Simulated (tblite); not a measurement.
# C6H12N2Si2: the cost of one run

Programs: tblite 0.8.0 and PySCF 2.14.0, with density-fitted response routines of our own. Each step states its level of theory. These are calculated values for one molecule, in the gas phase or a continuum, unless marked as measured. Atoms count from 0, in the outputs and in this text.

## (1) Starting geometry

22 atoms, charge 0, multiplicity 1; geometry from: force field or distance geometry start.

Bonds of the start (Å): C0–C1 1.42, C1–C2 1.36, C2–N3 1.37, N3–C4 1.45, C4–C5 1.54, C5–Si6 1.88, Si6–N7 1.71, N7–Si8 1.72, N3–C9 1.38, C9–C0 1.39, Si8–C4 1.89, C0–H10 1.07, C1–H11 1.08, C2–H12 1.08, C4–H13 1.11, C5–H14 1.10, C5–H15 1.09, Si6–H16 1.48, Si6–H17 1.47, N7–H18 1.02, Si8–H19 1.48, Si8–H20 1.47, C9–H21 1.08.

## (2) Optimising the geometry with GFN2-xTB

The job: settings as JSON, then the geometry in Å.

```
{"job": {"kind": "relax", "xc": "GFN2-xTB", "basis": "xTB"}, "charge": 0, "multiplicity": 1}
C      3.126000    -0.143500     0.631500
C      3.299100     0.236200    -0.727400
C      2.064500     0.415700    -1.264000
N      1.114800     0.167700    -0.307000
C     -0.320900     0.272500    -0.497500
C     -1.065800     1.143900     0.526000
Si    -2.847700     0.542800     0.485800
N     -2.832900    -1.064900    -0.100300
Si    -1.187800    -1.408300    -0.480600
C      1.755900    -0.170500     0.872200
H      3.886300    -0.362200     1.356900
H      4.243400     0.352300    -1.232400
H      1.762100     0.714900    -2.258600
H     -0.465000     0.707800    -1.506100
H     -0.673500     1.020000     1.546000
H     -0.978700     2.209700     0.295500
H     -3.441500     0.515400     1.845100
H     -3.648200     1.345700    -0.451900
H     -3.146200    -1.703200     0.631400
H     -0.720600    -2.264400     0.635600
H     -1.150000    -2.105900    -1.776300
H      1.216200    -0.402200     1.775300
```

Command:

```sh
> OMP_NUM_THREADS=1 python probes_run.py task.json out
```

The driver reads the jobs from task.json and runs them one after another.

Q: Estimate the wall time and peak memory of this first job on 1 thread of Arm Neoverse N1, shared host.

About 1.8 s, with a peak of 0.18 GiB.
